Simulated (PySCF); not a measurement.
# CSiBrH3 in PySCF: a series of runs

Aim: see how the results for CSiBrH3 move with the level of theory and the settings. Levels: HF, PBE, PBE0. Tasks: MP2 correlation energy, RPA correlation energy, G0W0 quasiparticle levels.

All numbers are computed with PySCF 2.14.0; they aren't measurements. Logs are shortened: lines on timing, memory, paths and dates and some standing lists are left out, and cuts for length are marked.

## (1) The molecule as given

The cell holds a molecule in a box, 6 atoms: a = 13.000 Å, b = 12.000 Å, c = 12.000 Å, α = 90.00°, β = 90.00°, γ = 90.00°.

## (2) MP2 correlation energy, HF

run.py

```python
import json
import numpy as np
from pyscf.pbc import gto, scf, dft, df
from pyscf.pbc.tools import pyscf_ase
from ase.io import read

atoms = read('POSCAR')
cell = pyscf_ase.cell_from_ase(atoms)
cell.basis = '6-31g*'
cell.exp_to_discard = 0
cell.precision = 1e-08
cell.max_memory = 2520  # MB
cell.verbose = 4
cell.build()

res = {}
kpts = cell.make_kpts([1, 1, 1])
mf = scf.KRHF(cell, kpts, exxdiv='ewald')
mf = mf.density_fit()
mf.with_df._cderi = 'cderi.h5'  # three-centre integrals saved by an earlier run on this cell, basis and mesh
mf.conv_tol = 1e-08
mf.max_cycle = 60

mf.kernel()
res.update(converged=bool(mf.converged), e_tot=mf.e_tot, nelec=cell.nelectron, nao=cell.nao, mesh=list(map(int, cell.mesh)), a=cell.lattice_vectors().tolist(), coords=cell.atom_coords().tolist(),
           mo_energy=[np.real(x).tolist() for x in mf.mo_energy], mo_occ=[np.real(x).tolist() for x in mf.mo_occ])
import h5py
print('fit functions by k pair:', sorted({v['0'].shape[0] for v in h5py.File(mf.with_df._cderi)['j3c'].values()}))
res.update(kpts=cell.get_scaled_kpts(kpts).tolist())
res['parts'] = {k: float(np.real(v)) for k, v in mf.scf_summary.items() if np.isscalar(v)}
json.dump(res, open('results.json', 'w'))
if not mf.converged:
    raise SystemExit('SCF not converged')

print('levels (eV)')
for i, kp in enumerate(res['kpts'][:40]):
    print('k %7.4f %7.4f %7.4f  ' % tuple(kp), ' '.join('%.3f' % (x * 27.211386) for x in res['mo_energy'][i][:34]))

# Mulliken populations
dm, s = np.asarray(mf.make_rdm1()), np.asarray(mf.get_ovlp())
sites = cell.aoslice_by_atom()[:, 2:]
tot = np.einsum('kij,kji->i', dm, s).real / len(kpts)
res['mulliken'] = [cell.atom_charge(i) - tot[a0:a1].sum() for i, (a0, a1) in enumerate(sites)]
print('Mulliken charges', np.round(res['mulliken'], 5))

from pyscf.pbc import mp
pt = mp.KMP2(mf, frozen=15)
pt.kernel(with_t2=False)
res.update(e_corr=pt.e_corr, e_ss=getattr(pt, 'e_corr_ss', None), e_os=getattr(pt, 'e_corr_os', None))
res['done'] = True
json.dump(res, open('results.json', 'w'))
```

POSCAR

```
SiH3CBr
1.0
   13.0000000000      0.0000000000      0.0000000000
    0.0000000000     12.0000000000      0.0000000000
    0.0000000000      0.0000000000     12.0000000000
C Si Br H
1 1 1 3
Direct
    0.4447115400      0.5483750000      0.4821333300
    0.4790346200      0.4534083300      0.6019500000
    0.6317807700      0.3905333300      0.5365833300
    0.5036038500      0.6129666700      0.4722166700
    0.3702192300      0.5883666700      0.4957500000
    0.4422807700      0.5017083300      0.4037166700
```

Potentials or basis: 6-31g* (all-electron).

On the command line:

```bash
$ OMP_NUM_THREADS=2 python -u run.py > log
```

The program printed:

```text
Discarded 0 diffused primitive functions, 0 contracted functions

PySCF version 2.14.0

[INPUT] verbose = 4
[INPUT] num. atoms = 6
[INPUT] num. electrons = 58
[INPUT] charge = 0
[INPUT] spin (= nelec alpha-beta = 2S) = 0
[INPUT] symmetry False subgroup None
[INPUT] Mole.unit = angstrom
[INPUT] Symbol           X                Y                Z      unit          X                Y                Z       unit  Magmom
[INPUT]  1 C      5.781250020000   6.580500000000   5.785599960000 AA   10.924979195436  12.435342762700  10.933199390695 Bohr   0.0
[INPUT]  2 Si     6.227450060000   5.440899960000   7.223400000000 AA   11.768175067806  10.281810795557  13.650247688183 Bohr   0.0
[INPUT]  3 Br     8.213150010000   4.686399960000   6.438999960000 AA   15.520604138869   8.856012434573  12.167946440485 Bohr   0.0
[INPUT]  4 H      6.546850050000   7.355600040000   5.666600040000 AA   12.371753573095  13.900069557440  10.708322133049 Bohr   0.0
[INPUT]  5 H      4.812849990000   7.060400040000   5.949000000000 AA    9.094968359716  13.342222405468  11.241980715038 Bohr   0.0
[INPUT]  6 H      5.749650010000   6.020499960000   4.844600040000 AA   10.865263831003  11.377096057355   9.154967258657 Bohr   0.0

nuclear repulsion = 6.69923192389507
number of shells = 32
number of NR pGTOs = 185
number of NR cGTOs = 70
basis = 6-31g*
ecp = {}
lattice vectors  a1 [24.566439619, 0.000000000, 0.000000000]
                 a2 [0.000000000, 22.676713495, 0.000000000]
                 a3 [0.000000000, 0.000000000, 22.676713495]
dimension = 3
low_dim_ft_type = None
Cell volume = 12632.9
exp_to_discard = 0
rcut = 27.020863105011028 (nimgs = [2 2 2])
precision = 1e-08
pseudo = None
ke_cutoff = 7454945.320861678
    = [30197 27873 27873] mesh (23460173983413 PWs)

******** <class 'pyscf.pbc.scf.khf.KRHF'> ********
method = KRHF
initial guess = minao
damping factor = 0
level_shift factor = 0
DIIS = <class 'pyscf.scf.diis.CDIIS'>
diis_start_cycle = 1
diis_space = 8
diis_damp = 0
SCF conv_tol = 1e-08
SCF conv_tol_grad = None
SCF max_cycles = 60
direct_scf = True
direct_scf_tol = 1e-13

******** PBC SCF flags ********
N kpts = 1
Exchange divergence treatment (exxdiv) = ewald
    madelung (= occupied orbital energy shift) = 0.12155911601066527
    Total energy shift due to Ewald probe charge = -1/2 * Nelec*madelung = -3.52521436431
DF object = <pyscf.pbc.df.df.GDF object>
Set gradient conv threshold to 0.0001

******** <class 'pyscf.pbc.df.rsdf_builder._RSNucBuilder'> ********
mesh = [47 45 45] (95175 PWs)
ke_cutoff = 17.302185920816544
omega = 0.5229654415994075
exclude_d_aux = False
exclude_dd_block = True
j2c_eig_always = False
has_long_range = True
init E= -2899.47931664804
  HOMO = -0.183657178712  LUMO = -0.0204314479786  gap/eV = 4.44160
cycle= 1 E= -2899.94247123156  delta_E= -0.463  |g|= 0.286  |ddm|=  2.2
  HOMO = -0.335755632467  LUMO = 0.00173654772499  gap/eV = 9.18363
cycle= 2 E= -2899.97309071265  delta_E= -0.0306  |g|= 0.0945  |ddm|= 0.564
  HOMO = -0.319318713831  LUMO = 0.033679766237  gap/eV = 9.60558
cycle= 3 E= -2899.97669355402  delta_E= -0.0036  |g|= 0.0314  |ddm|= 0.159
  HOMO = -0.322261671313  LUMO = 0.0318152817841  gap/eV = 9.63492
cycle= 4 E= -2899.97718024666  delta_E= -0.000487  |g|= 0.0109  |ddm|= 0.0652
  HOMO = -0.322351440143  LUMO = 0.0321645849803  gap/eV = 9.64687
cycle= 5 E= -2899.97723460289  delta_E= -5.44e-05  |g|= 0.00269  |ddm|= 0.0245
  HOMO = -0.322356396612  LUMO = 0.0321040844332  gap/eV = 9.64536
cycle= 6 E= -2899.97724280156  delta_E= -8.2e-06  |g|= 0.000747  |ddm|= 0.0121
  HOMO = -0.322341116332  LUMO = 0.0321400857099  gap/eV = 9.64592
cycle= 7 E= -2899.97724347849  delta_E= -6.77e-07  |g|= 0.000223  |ddm|= 0.0035
  HOMO = -0.322298927198  LUMO = 0.0321748282813  gap/eV = 9.64572
cycle= 8 E= -2899.97724353282  delta_E= -5.43e-08  |g|= 5.27e-05  |ddm|= 0.000981
  HOMO = -0.322297706008  LUMO = 0.0321723699088  gap/eV = 9.64562
cycle= 9 E= -2899.97724353594  delta_E= -3.13e-09  |g|= 1.35e-05  |ddm|= 0.000195
  HOMO = -0.322299467251  LUMO = 0.0321710847617  gap/eV = 9.64564
Extra cycle  E= -2899.97724353612  delta_E= -1.8e-10  |g|= 6.68e-06  |ddm|= 3.43e-05
converged SCF energy = -2899.97724353612
fit functions by k pair: [422]
levels (eV)
k  0.0000  0.0000  0.0000   -13335.105 -1872.402 -1774.983 -1594.283 -1594.269 -1594.260 -304.936 -268.150 -203.108 -202.997 -202.954 -167.724 -116.084 -116.060 -115.996 -82.914 -82.876 -82.828 -82.723 -82.719 -27.200 -25.660 -16.774 -15.395 -15.203 -12.524 -11.202 -11.116 -8.770 0.875 3.628 5.200 7.515 7.763
Mulliken charges [-0.84387  0.62897 -0.40268  0.21081  0.19517  0.21159]

******** <class 'pyscf.pbc.mp.kmp2.KMP2'> ********
nkpts = 1
nocc = 14
nmo = 55
with_df_ints = True
frozen orbitals = 15
E(KMP2) = -2900.43861314138  E_corr = -0.4613696052626
E(SCS-KMP2) = -2900.41308080971  E_corr = -0.435837273587975
E_corr(same-spin) = -0.135930291608244
E_corr(oppo-spin) = -0.325439313654356
```

Wall time 10 s (2 threads of Intel Xeon at 2.70GHz, shared host); peak memory 1.9 GiB.

Results:

| Property | Result |
| --- | --- |
| Free energy | -78912.4009 eV |
| Gap between the frontier levels | 9.65 eV |
| Mulliken charges | C -0.84; Si +0.63; Br -0.40; H +0.21, +0.20 e |
| MP2 correlation energy per cell | -12.555 eV |

Caveat: the basis is small and the box finite, so much correlation energy is missing and levels can be off by tenths of an eV; Mulliken charges move with the basis; this is a molecule in a periodic box at the Γ point, so its band gap is the HOMO-LUMO gap; total energy, band gap and charges are those of the mean-field reference; relativity is left out, which matters for the heavier elements; the basis of atomic orbitals isn't converged, which shifts pressures, moduli and gaps.

## (3) RPA correlation energy, PBE

Edit run.py of step 2 so:

```diff
@@ -17,3 +17,3 @@
 kpts = cell.make_kpts([1, 1, 1])
-mf = scf.KRHF(cell, kpts, exxdiv='ewald')
+mf = dft.KRKS(cell, kpts, xc='pbe')
 mf = mf.density_fit()
@@ -45,6 +45,9 @@
 
-from pyscf.pbc import mp
-pt = mp.KMP2(mf, frozen=15)
-pt.kernel(with_t2=False)
-res.update(e_corr=pt.e_corr, e_ss=getattr(pt, 'e_corr_ss', None), e_os=getattr(pt, 'e_corr_os', None))
+from pyscf.pbc.gw.krpa import KRPA
+rpa = KRPA(mf, frozen=15)
+rpa.kernel()
+res.update(e_corr=rpa.e_corr, e_hf=rpa.e_hf, e_rpa=rpa.e_tot)
+rpa.fc = True  # again, with the correction for q -> 0
+rpa.kernel()
+res['e_corr_fc'] = rpa.e_corr
 res['done'] = True
```

POSCAR is that of step 2.

Potentials or basis: 6-31g* (all-electron).

On the command line:

```bash
$ OMP_NUM_THREADS=2 python -u run.py > log
```

The program printed:

```text
Discarded 0 diffused primitive functions, 0 contracted functions

PySCF version 2.14.0

[INPUT] verbose = 4
[INPUT] num. atoms = 6
[INPUT] num. electrons = 58
[INPUT] charge = 0
[INPUT] spin (= nelec alpha-beta = 2S) = 0
[INPUT] symmetry False subgroup None
[INPUT] Mole.unit = angstrom
[INPUT] Symbol           X                Y                Z      unit          X                Y                Z       unit  Magmom
[INPUT]  1 C      5.781250020000   6.580500000000   5.785599960000 AA   10.924979195436  12.435342762700  10.933199390695 Bohr   0.0
[INPUT]  2 Si     6.227450060000   5.440899960000   7.223400000000 AA   11.768175067806  10.281810795557  13.650247688183 Bohr   0.0
[INPUT]  3 Br     8.213150010000   4.686399960000   6.438999960000 AA   15.520604138869   8.856012434573  12.167946440485 Bohr   0.0
[INPUT]  4 H      6.546850050000   7.355600040000   5.666600040000 AA   12.371753573095  13.900069557440  10.708322133049 Bohr   0.0
[INPUT]  5 H      4.812849990000   7.060400040000   5.949000000000 AA    9.094968359716  13.342222405468  11.241980715038 Bohr   0.0
[INPUT]  6 H      5.749650010000   6.020499960000   4.844600040000 AA   10.865263831003  11.377096057355   9.154967258657 Bohr   0.0

nuclear repulsion = 6.69923192389507
number of shells = 32
number of NR pGTOs = 185
[... 81 lines left out ...]
cycle= 7 E= -2902.64455140791  delta_E= -1.39e-06  |g|= 0.000361  |ddm|= 0.00413
  HOMO = -0.189213004901  LUMO = -0.11121514073  gap/eV = 2.12243
nelec by numeric integration = 57.99999529424242
cycle= 8 E= -2902.64455145455  delta_E= -4.66e-08  |g|= 6.92e-05  |ddm|= 0.000689
  HOMO = -0.189223128826  LUMO = -0.111223783447  gap/eV = 2.12247
nelec by numeric integration = 57.999995294254376
cycle= 9 E= -2902.64455145597  delta_E= -1.42e-09  |g|= 1.28e-05  |ddm|= 0.00014
  HOMO = -0.189222169932  LUMO = -0.111221810846  gap/eV = 2.12250
nelec by numeric integration = 57.99999529424806
Extra cycle  E= -2902.64455145595  delta_E= 1.77e-11  |g|= 1.56e-05  |ddm|= 4.81e-05
converged SCF energy = -2902.64455145595
fit functions by k pair: [422]
levels (eV)
k  0.0000  0.0000  0.0000   -13086.990 -1780.592 -1681.497 -1515.946 -1515.915 -1515.884 -268.560 -228.583 -170.709 -170.586 -170.487 -138.085 -94.993 -94.867 -94.686 -66.853 -66.828 -66.754 -66.662 -66.653 -18.911 -17.076 -11.301 -9.874 -9.798 -8.034 -7.140 -6.851 -5.149 -3.026 -0.330 1.320 3.087 3.282
Mulliken charges [-0.75084  0.37714 -0.24228  0.20972  0.19609  0.21017]

******** <class 'pyscf.pbc.gw.krpa.KRPA'> ********
method = KRPA
RPA nocc = 14, nvir = 41, nkpts = 1
frozen orbitals = 15
grid type = legendre
outcore mode = False
RPA finite size corrections = False
ACFD exchange energy = False

******** <class 'pyscf.pbc.gw.krpa.KRPA'> ********
method = KRPA
RPA nocc = 14, nvir = 41, nkpts = 1
frozen orbitals = 15
grid type = legendre
outcore mode = False
RPA finite size corrections = True
ACFD exchange energy = False
```

It took 33 s on 2 threads of Intel Xeon at 2.70GHz, shared host; peak memory 1.9 GiB.

What came out:

```
Free energy                                       : -78984.9820 eV
Gap between the frontier levels, mean-field level : 2.12 eV
Mulliken charges                                  : C -0.75; Si +0.38; Br -0.24; H +0.21, +0.20 e
RPA correlation energy                            : -3.177 eV/atom
RPA correlation energy per cell                   : -19.061 eV
```

Levels at points of the mesh, in eV from the valence-band top:
```tsv
k point	band 25	band 26	band 27	band 28	band 29	band 30	band 31	band 32	band 33	band 34
(0.00, 0.00, 0.00)	-4.65	-2.88	-1.99	-1.70	0.00	2.12	4.82	6.47	8.24	8.43
```

Caveat: the basis is small and the box finite, so much correlation energy is missing and levels can be off by tenths of an eV; Mulliken charges move with the basis; this is a molecule in a periodic box at the Γ point, so its band gap is the HOMO-LUMO gap; total energy, band gap and charges are those of the mean-field reference; relativity is left out, which matters for the heavier elements; the basis of atomic orbitals isn't converged, which shifts pressures, moduli and gaps.

## (4) G0W0 quasiparticle levels, PBE0

Edit run.py of step 3 so:

```diff
@@ -17,3 +17,3 @@
 kpts = cell.make_kpts([1, 1, 1])
-mf = dft.KRKS(cell, kpts, xc='pbe')
+mf = dft.KRKS(cell, kpts, xc='pbe0', exxdiv='ewald')
 mf = mf.density_fit()
@@ -45,9 +45,9 @@
 
-from pyscf.pbc.gw.krpa import KRPA
-rpa = KRPA(mf, frozen=15)
-rpa.kernel()
-res.update(e_corr=rpa.e_corr, e_hf=rpa.e_hf, e_rpa=rpa.e_tot)
-rpa.fc = True  # again, with the correction for q -> 0
-rpa.kernel()
-res['e_corr_fc'] = rpa.e_corr
+from pyscf.pbc.gw.krgw_ac import KRGWAC
+gw = KRGWAC(mf, frozen=15)
+gw.fc = True
+orbs = list(range(26, 32))
+gw.kernel(orbs=orbs)
+res['orbs'] = orbs
+res['qp'] = np.asarray(gw.mo_energy).real.tolist()
 res['done'] = True
```

POSCAR is that of step 3.

Potentials or basis: 6-31g* (all-electron).

On the command line:

```bash
$ OMP_NUM_THREADS=2 python -u run.py > log
```

The program printed:

```text
Discarded 0 diffused primitive functions, 0 contracted functions

PySCF version 2.14.0

[INPUT] verbose = 4
[INPUT] num. atoms = 6
[INPUT] num. electrons = 58
[INPUT] charge = 0
[INPUT] spin (= nelec alpha-beta = 2S) = 0
[INPUT] symmetry False subgroup None
[INPUT] Mole.unit = angstrom
[INPUT] Symbol           X                Y                Z      unit          X                Y                Z       unit  Magmom
[INPUT]  1 C      5.781250020000   6.580500000000   5.785599960000 AA   10.924979195436  12.435342762700  10.933199390695 Bohr   0.0
[INPUT]  2 Si     6.227450060000   5.440899960000   7.223400000000 AA   11.768175067806  10.281810795557  13.650247688183 Bohr   0.0
[INPUT]  3 Br     8.213150010000   4.686399960000   6.438999960000 AA   15.520604138869   8.856012434573  12.167946440485 Bohr   0.0
[INPUT]  4 H      6.546850050000   7.355600040000   5.666600040000 AA   12.371753573095  13.900069557440  10.708322133049 Bohr   0.0
[INPUT]  5 H      4.812849990000   7.060400040000   5.949000000000 AA    9.094968359716  13.342222405468  11.241980715038 Bohr   0.0
[INPUT]  6 H      5.749650010000   6.020499960000   4.844600040000 AA   10.865263831003  11.377096057355   9.154967258657 Bohr   0.0

nuclear repulsion = 6.69923192389507
number of shells = 32
number of NR pGTOs = 185
number of NR cGTOs = 70
basis = 6-31g*
ecp = {}
lattice vectors  a1 [24.566439619, 0.000000000, 0.000000000]
                 a2 [0.000000000, 22.676713495, 0.000000000]
                 a3 [0.000000000, 0.000000000, 22.676713495]
dimension = 3
low_dim_ft_type = None
Cell volume = 12632.9
exp_to_discard = 0
rcut = 27.020863105011028 (nimgs = [2 2 2])
precision = 1e-08
pseudo = None
ke_cutoff = 7454945.320861678
    = [30197 27873 27873] mesh (23460173983413 PWs)

******** <class 'pyscf.pbc.dft.krks.KRKS'> ********
method = KRKS
initial guess = minao
damping factor = 0
level_shift factor = 0
DIIS = <class 'pyscf.scf.diis.CDIIS'>
diis_start_cycle = 1
diis_space = 8
diis_damp = 0
SCF conv_tol = 1e-08
SCF conv_tol_grad = None
SCF max_cycles = 60
direct_scf = True
direct_scf_tol = 1e-13

******** PBC SCF flags ********
N kpts = 1
Exchange divergence treatment (exxdiv) = ewald
    madelung (= occupied orbital energy shift) = 0.12155911601066527
    Total energy shift due to Ewald probe charge = -1/2 * Nelec*madelung = -3.52521436431
DF object = <pyscf.pbc.df.df.GDF object>
XC functionals = pbe0
small_rho_cutoff = 0
radial grids:
    Treutler-Ahlrichs [JCP 102, 346 (1995); DOI:10.1063/1.469408] (M4) radial grids

becke partition: Becke, JCP 88, 2547 (1988); DOI:10.1063/1.454033
pruning grids: <function nwchem_prune>
grids dens level: 3
symmetrized grids: False
atomic radii adjust function: <function treutler_atomic_radii_adjust>
Set gradient conv threshold to 0.0001

******** <class 'pyscf.pbc.df.rsdf_builder._RSNucBuilder'> ********
mesh = [47 45 45] (95175 PWs)
ke_cutoff = 17.302185920816544
omega = 0.5229654415994075
exclude_d_aux = False
exclude_dd_block = True
j2c_eig_always = False
has_long_range = True
tot grids = 83145
cell vol = 12632.8822  sum(weights) = 12632.5179
nelec by numeric integration = 57.99998996558328
init E= -2902.0874775683
  HOMO = -0.219062979026  LUMO = -0.0960396477493  gap/eV = 3.34764
nelec by numeric integration = 57.99999459653774
cycle= 1 E= -2902.56418492461  delta_E= -0.477  |g|= 0.373  |ddm|= 2.26
  HOMO = -0.222964009009  LUMO = -0.100699579143  gap/eV = 3.32698
nelec by numeric integration = 57.999995578232706
cycle= 2 E= -2902.55069402918  delta_E= 0.0135  |g|= 0.408  |ddm|= 0.881
  HOMO = -0.228452206534  LUMO = -0.0816873446438  gap/eV = 3.99368
nelec by numeric integration = 57.99999523801607
cycle= 3 E= -2902.60291133095  delta_E= -0.0522  |g|= 0.0517  |ddm|= 0.519
  HOMO = -0.230870121907  LUMO = -0.0838676174446  gap/eV = 4.00014
nelec by numeric integration = 57.99999527707193
cycle= 4 E= -2902.60326445313  delta_E= -0.000353  |g|= 0.00761  |ddm|= 0.0475
  HOMO = -0.230804658875  LUMO = -0.0833430340216  gap/eV = 4.01264
nelec by numeric integration = 57.999995267827515
cycle= 5 E= -2902.60327097071  delta_E= -6.52e-06  |g|= 0.0043  |ddm|= 0.0156
  HOMO = -0.230954299257  LUMO = -0.0835345926956  gap/eV = 4.01149
nelec by numeric integration = 57.999995279414655
cycle= 6 E= -2902.60327742938  delta_E= -6.46e-06  |g|= 0.000372  |ddm|= 0.00716
  HOMO = -0.230874547553  LUMO = -0.0834706090424  gap/eV = 4.01107
nelec by numeric integration = 57.99999527925189
cycle= 7 E= -2902.60327749093  delta_E= -6.16e-08  |g|= 7.27e-05  |ddm|= 0.000799
  HOMO = -0.230890124492  LUMO = -0.0834879216005  gap/eV = 4.01102
nelec by numeric integration = 57.99999527947918
cycle= 8 E= -2902.60327749284  delta_E= -1.9e-09  |g|= 2.19e-05  |ddm|= 0.00016
  HOMO = -0.230887245209  LUMO = -0.0834849228403  gap/eV = 4.01102
nelec by numeric integration = 57.999995279522466
Extra cycle  E= -2902.6032774929  delta_E= -6.68e-11  |g|= 2.15e-05  |ddm|= 7.2e-05
converged SCF energy = -2902.6032774929
fit functions by k pair: [422]
levels (eV)
k  0.0000  0.0000  0.0000   -13148.911 -1803.632 -1705.072 -1535.700 -1535.671 -1535.647 -277.773 -238.782 -179.100 -178.975 -178.893 -145.816 -100.559 -100.451 -100.297 -71.146 -71.118 -71.052 -70.952 -70.946 -21.245 -19.501 -12.949 -11.499 -11.386 -9.402 -8.376 -8.159 -6.283 -2.272 0.473 2.135 4.038 4.242
Mulliken charges [-0.82114  0.45421 -0.28928  0.22333  0.20903  0.22384]

******** <class 'pyscf.pbc.gw.krgw_ac.KRGWAC'> ********
method = KRGWAC
GW nocc = 14, nvir = 41, nkpts = 1
frozen orbitals = 15
orbital list = [26, 27, 28, 29, 30, 31]
off-diagonal self-energy = False
GW density matrix = False
density-fitting for exchange = False
outcore for self-energy= False
finite size corrections = True
grids for finite size corrections = False
broadening parameter = 5.000e-03
number of grids = 100
analytic continuation method = pade
imaginary frequency cutoff = 5.0
Pade points = 18
Pade step ratio = 0.667
use perturbative linearized QP eqn = False
QPE max iter = 100
QPE tolerance = 1.0e-06

WARN: GW QP energies may not be sorted from min to max
```

It took 25 s on 2 threads of Intel Xeon at 2.70GHz, shared host; peak memory 1.9 GiB.

Results:

```
Free energy                                       : -78983.8589 eV
Gap between the frontier levels, mean-field level : 4.01 eV
Mulliken charges                                  : C -0.82; Si +0.45; Br -0.29; H +0.22, +0.21 e
Quasiparticle gap                                 : 7.77 eV
```

Caveat: the basis is small and the box finite, so much correlation energy is missing and levels can be off by tenths of an eV; Mulliken charges move with the basis; this is a molecule in a periodic box at the Γ point, so its band gap is the HOMO-LUMO gap; total energy, band gap and charges are those of the mean-field reference; relativity is left out, which matters for the heavier elements; the basis of atomic orbitals isn't converged, which shifts pressures, moduli and gaps.
